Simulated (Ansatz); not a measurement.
# C₂H₇NOSi: up Jacob's ladder to CCSD(T)

How much do the methods differ for C₂H₇NOSi? The plan is to run it at one geometry with functionals of several rungs and with coupled cluster, and see how far each lands from CCSD(T) at the basis-set limit for the atomisation energy.

Method: functionals in def2-TZVPP, the program's frozen cores in correlated methods; program: Ansatz 0.2.0, Gaussian basis.

The runs, in order: LDA (SPW92), PBE-D4, revPBE-D4, BLYP-D4, r2SCAN-D4, B97M-V, PBE0-D4, B3LYP-D4, r2SCANh-D4, r2SCAN0-D4, HSE06-D4, BHLYP-D4, CAM-B3LYP-D4, LC-ωPBE, ωB97X-V, ωB97M-V, B2PLYP, PBE-QIDH; CCSD(T)/def2-SVP; CCSD(T)/def2-TZVPP; MP2/def2-QZVPP; extrapolation to the limit; RPA on PBE.

### 1 The relaxed structure

An earlier PBE0-D4 in a triple-zeta def2 set relaxation fixed the geometry.

SMILES `CN(C)[Si]O`, 12 atoms, charge 0, spin multiplicity 1.

Atoms are counted from 1 here; the program's logs count them from 0.

Bond lengths: C1–N2 1.440 Å, C1–H6 1.092 Å, C1–H7 1.097 Å, C1–H8 1.097 Å, N2–C3 1.447 Å, N2–Si4 1.727 Å, C3–H9 1.097 Å, C3–H10 1.094 Å, C3–H11 1.097 Å, Si4–O5 1.655 Å, O5–H12 0.960 Å. Angles: N2–C1–H6 111.8°, N2–C1–H7 111.3°, N2–C1–H8 111.2°, H6–C1–H7 107.5°, H6–C1–H8 107.3°, H7–C1–H8 107.6°, C1–N2–C3 112.5°, C1–N2–Si4 130.3°, C3–N2–Si4 117.2°, N2–C3–H9 111.4°, N2–C3–H10 109.9°, N2–C3–H11 111.4°, H9–C3–H10 108.1°, H9–C3–H11 107.9°, H10–C3–H11 108.1°, N2–Si4–O5 104.7°, Si4–O5–H12 122.8°.

### 2 LDA

This LDA is Slater exchange with PW92 correlation.

in.yaml reads:

```yaml
crystal:
  periodic: [false, false, false]
  atoms:
    - {symbol: C, position_ang: [-0.987678, -0.292282, 0.440809]}
    - {symbol: N, position_ang: [0.294058, 0.058420, -0.113598]}
    - {symbol: C, position_ang: [1.350701, -0.823089, 0.333104]}
    - {symbol: Si, position_ang: [0.732387, 1.332821, -1.192962]}
    - {symbol: O, position_ang: [-0.683156, 2.138660, -1.486761]}
    - {symbol: H, position_ang: [-1.778002, 0.371350, 0.084394]}
    - {symbol: H, position_ang: [-0.977772, -0.233496, 1.536484]}
    - {symbol: H, position_ang: [-1.271979, -1.315954, 0.166495]}
    - {symbol: H, position_ang: [1.461288, -0.793845, 1.424260]}
    - {symbol: H, position_ang: [2.301951, -0.519517, -0.112791]}
    - {symbol: H, position_ang: [1.153954, -1.862419, 0.041934]}
    - {symbol: H, position_ang: [-1.518654, 1.884251, -1.087269]}
basis:
  gaussian: {orbitals: def2-TZVPP}
hamiltonian: {xc: lda}
output: {orbitals: {seedname: orbitals}}
```

Run with:

```
$ ansatz run in.yaml --threads 4 --pin off --events-out ev --progress --plain --max-ram 10444MiB
```

The runs that follow: PBE-D4 (GGA); revPBE-D4 (GGA); BLYP-D4 (GGA); r2SCAN-D4 (meta-GGA); B97M-V (meta-GGA); B3LYP-D4 (hybrid); r2SCANh-D4 (hybrid); r2SCAN0-D4 (hybrid); HSE06-D4 (hybrid); BHLYP-D4 (hybrid); CAM-B3LYP-D4 (range-separated); LC-ωPBE (range-separated); ωB97X-V (range-separated); ωB97M-V (range-separated); B2PLYP (double hybrid); PBE-QIDH (double hybrid); CCSD(T) in def2-SVP; CCSD(T) in def2-TZVPP; MP2 in def2-QZVPP; RPA on PBE orbitals.

Before running them: what should the planned runs give, taken together? Wanted: atomisation energy, CCSD(T)/CBS; farthest beyond LDA; mean size of error, GGA; mean size of error, meta-GGA; mean size of error, hybrid; mean size of error, range-separated; mean size of error, double hybrid; gap, smallest and largest; T1 diagnostic.

As calculated:

| quantity | value |
| --- | --- |
| atomisation energy, CCSD(T)/CBS | 4568.4 kJ/mol |
| functionals within 22.8 kJ/mol (0.5 %) | revPBE-D4, BLYP-D4, r2SCAN-D4, B97M-V, PBE0-D4, B3LYP-D4, HSE06-D4, ωB97X-V, ωB97M-V |
| farthest beyond LDA | BHLYP-D4 (-140.6 kJ/mol) |
| mean size of error, GGA | 42.2 kJ/mol |
| mean size of error, meta-GGA | 6.9 kJ/mol |
| mean size of error, hybrid | 47.5 kJ/mol |
| mean size of error, range-separated | 21.9 kJ/mol |
| mean size of error, double hybrid | 48.8 kJ/mol |
| gap, smallest and largest | 4.05 eV (LDA (SPW92)), 10.73 eV (LC-ωPBE) |
| T1 diagnostic | 0.0132 |
| triples share of the correlation energy | 3.9 % |

What this shows: The LDA atomisation energy is off by 676.3 kJ/mol (15 %): it overbinds. PBE-D4 is off by +92.3 kJ/mol. Double hybrids carry the basis error of their MP2 part in triple zeta, and no dispersion term here, so their miss is partly the set-up's. The rungs meta-GGA, range-separated miss on average by less than the doubt on the reference (22.8 kJ/mol), so they tie. The reference freezes the cores and leaves out relativity and excitations past (T), so misses under about 22.8 kJ/mol can't be ranked. Hartree-Fock recovers 71 % of the binding; the rest is correlation. CCSD(T) in def2-SVP is off by -282.6 kJ/mol, worse than the median functional, from the basis alone. The gap grows from 4.1 to 10.7 eV across the functionals, mostly with the share of exact exchange.
